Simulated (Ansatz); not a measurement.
# H₅NOSi + H₂O: a complex and its separated parts

Aim: how far the complex at one end of a reaction step lies below its separated, relaxed parts, level by level.

Computed with Ansatz 0.2.0, Gaussian basis. Level: PBE0-D4/def2-TZVP structures, single points in def2-TZVPP, no counterpoise correction.

Levels: SPW92, PBE-D4, BLYP-D4, r2SCAN-D4, B97M-V, PBE0-D4, B3LYP-D4, r2SCAN0-D4, BHLYP-D4, CAM-B3LYP-D4, wB97X-V, wB97M-V, B2PLYP, PBE-QIDH, RPA on PBE, Hartree-Fock, MP2, CCSD, CCSD(T).

Correlated methods freeze the cores. B3LYP uses VWN-RPA correlation. B2PLYP carries no dispersion term here.

94 further runs of the same task are left out: 94 set aside as unsound or not needed.

## Step 1: The starting structure

The complex: 11 atoms, charge 0, spin multiplicity 1.

Atoms are counted from 1 here; the program's logs count them from 0.

Bond lengths: Si1–H3 1.489 Å, Si1–H4 1.484 Å, Si1–O5 1.629 Å, Si1–N7 1.745 Å, O2–H6 0.976 Å, O2–H8 0.959 Å, O5–H9 0.973 Å, N7–H10 1.010 Å, N7–H11 1.011 Å. Angles: H3–Si1–H4 110.0°, H3–Si1–O5 114.3°, H3–Si1–N7 103.5°, H4–Si1–O5 105.7°, H4–Si1–N7 114.3°, O5–Si1–N7 109.3°, H6–O2–H8 106.6°, Si1–O5–H9 113.8°, Si1–N7–H10 116.4°, Si1–N7–H11 117.6°, H10–N7–H11 109.3°.

Coordinates:

```
Si   -1.1161   -0.6153   -0.0710
O     1.9471    0.3781    0.8083
H    -0.7442   -1.7479   -0.9631
H    -2.5912   -0.5446    0.0718
O    -0.5318   -0.7360    1.4452
H     1.3729    0.6439    0.0646
N    -0.4046    0.7711   -0.8559
H     2.7215   -0.0352    0.4218
H     0.4172   -0.5343    1.5174
H    -0.3412    0.7336   -1.8636
H    -0.7295    1.6867   -0.5757
```

Its parts: H₅NOSi holds atoms 1, 3, 4, 5, 7, 9, 10, 11; H₂O holds atoms 2, 6, 8. Each part counts its atoms afresh in its own runs.

## Step 2: Relaxing H₅NOSi alone

relax-a/in.yaml

```yaml
crystal:
  periodic: [false, false, false]
  atoms:
    - {symbol: Si, position_ang: [-1.116056, -0.615308, -0.071007]}
    - {symbol: H, position_ang: [-0.744189, -1.747917, -0.963071]}
    - {symbol: H, position_ang: [-2.591166, -0.544636, 0.071820]}
    - {symbol: O, position_ang: [-0.531836, -0.736022, 1.445188]}
    - {symbol: N, position_ang: [-0.404561, 0.771108, -0.855903]}
    - {symbol: H, position_ang: [0.417154, -0.534312, 1.517420]}
    - {symbol: H, position_ang: [-0.341222, 0.733587, -1.863597]}
    - {symbol: H, position_ang: [-0.729507, 1.686703, -0.575653]}
basis:
  gaussian: {orbitals: def2-TZVP}
hamiltonian: {xc: pbe0, dispersion: d4}
relax: {f_tol: 0.005, max_steps: 200}
```

The run is started by

```bash
> ansatz run in.yaml --threads 4 --pin off --events-out ev --progress --plain --max-ram 9574MiB
```

Further steps of the session: Relaxing H₂O alone; SPW92/def2-TZVPP; PBE-D4/def2-TZVPP; BLYP-D4/def2-TZVPP; r2SCAN-D4/def2-TZVPP; B97M-V/def2-TZVPP; PBE0-D4/def2-TZVPP; B3LYP-D4/def2-TZVPP; r2SCAN0-D4/def2-TZVPP; BHLYP-D4/def2-TZVPP; CAM-B3LYP-D4/def2-TZVPP; wB97X-V/def2-TZVPP; wB97M-V/def2-TZVPP; B2PLYP/def2-TZVPP; PBE-QIDH/def2-TZVPP; RPA on PBE/def2-TZVPP; CCSD(T)/def2-TZVPP; Vibrations of H₅NOSi; Vibrations of H₂O.

**Question.** What will these runs give? Wanted: complex less parts, CCSD(T)/def2-TZVPP; with zero-point energy; largest T1 diagnostic.

**Answer**, as computed:

| quantity | value |
| --- | --- |
| complex less parts, CCSD(T)/def2-TZVPP | -9.0 kcal/mol |
| with zero-point energy | -5.9 kcal/mol |
| largest T1 diagnostic | 0.011 |

In words: At CCSD(T) the complex lies 9.0 kcal/mol below its parts. PBE-QIDH is the best functional here (0.0 kcal/mol from CCSD(T)); SPW92 is the worst (-6.8 kcal/mol). Mean unsigned error by rung: LDA 6.8, GGA 1.5, meta-GGA 1.0, hybrid 0.6, range-separated hybrid 0.5, double hybrid 0.3 kcal/mol. PBE-D4 gives a relative energy 1.9 kcal/mol too low, outside chemical accuracy (1 kcal/mol). No counterpoise was applied, and triple zeta lacks some correlation, so the CCSD(T) reference has a basis error of its own, and close matches with it are partly luck.
